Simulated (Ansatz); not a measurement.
**CdPd: a run for elastic constants**

Aim: a sound run for elastic constants of CdPd. The structure is shown as the input types it.

Method: DFT, r2SCAN, all-electron LAPW, scalar-relativistic; elastic constants from stresses of strained cells (as first typed), in Ansatz 0.2.0.

1 further run of the same task is left out (it didn't finish). Runs told in other sessions of the task aren't counted.

**1. The system as given**

The structure is tetragonal, space group P4/mmm (No. 123). The conventional cell has a = 3.043 Å, b = 3.043 Å, c = 3.653 Å, α = 90.00°, β = 90.00°, γ = 90.00°. Around Cd (site symmetry 4/mmm) lie 8 Pd at 2.82 Å and 4 Cd at 3.04 Å. Pd (site symmetry 4/mmm) has 8 Cd at 2.82 Å and 4 Pd at 3.04 Å in its first shell of neighbours.

Coordinates:

```xyz
2
Lattice="3.0426 0.0000 0.0000 0.0000 3.0426 0.0000 0.0000 0.0000 3.6533" Properties=species:S:1:pos:R:3 pbc="T T T"
Cd    0.0000    0.0000    0.0000
Pd    1.5213    1.5213    1.8266
```

**2. Running it**

File input.yaml:

```yaml
crystal:
  lattice:
    - [3.04258986103, 0.0, 0.0]
    - [0.0, 3.04258986103, 0.0]
    - [0.0, 0.0, 3.65329089518]
  atoms:
    - { symbol: Cd, position: [0.0, 0.0, 0.0] }
    - { symbol: Pd, position: [0.5, 0.5, 0.5] }
kpoints:
  mp_grid: { grid: [16, 16, 14] }
scf:
  occupations: { method: fermi_dirac, width: 0.1 }
hamiltonian:
  xc: r2scan
  pseudopotentials: { kind: all_electron, lapw: { basis_error: 0.001 } }
elastic:
  mode: relaxed_ion
  stencil: two_point
  amplitude: 0.008
```

Launch:

```sh
> ansatz run input.yaml --threads 1 --pin off --max-ram 2560MiB --backend cpu --events-out ev --progress --plain --runs-dir out
```

What happens when this is run?

Nothing was computed: the input was turned down at the start. Its message: «memory limit exceeded: the `scf loop` phase of `strained cell` needs 3.17 GiB against the run's memory maximum of 2.50 GiB; largest carriers: full-potential basis 1.60 GiB, full-potential states 0.80 GiB, wavefunctions 0.31 GiB ...»

The run needs more memory than it was given. It asks for 3.17 GiB, and 2.50 GiB are there.

The cure: delete hamiltonian.pseudopotentials.lapw.basis_error (the default then holds).
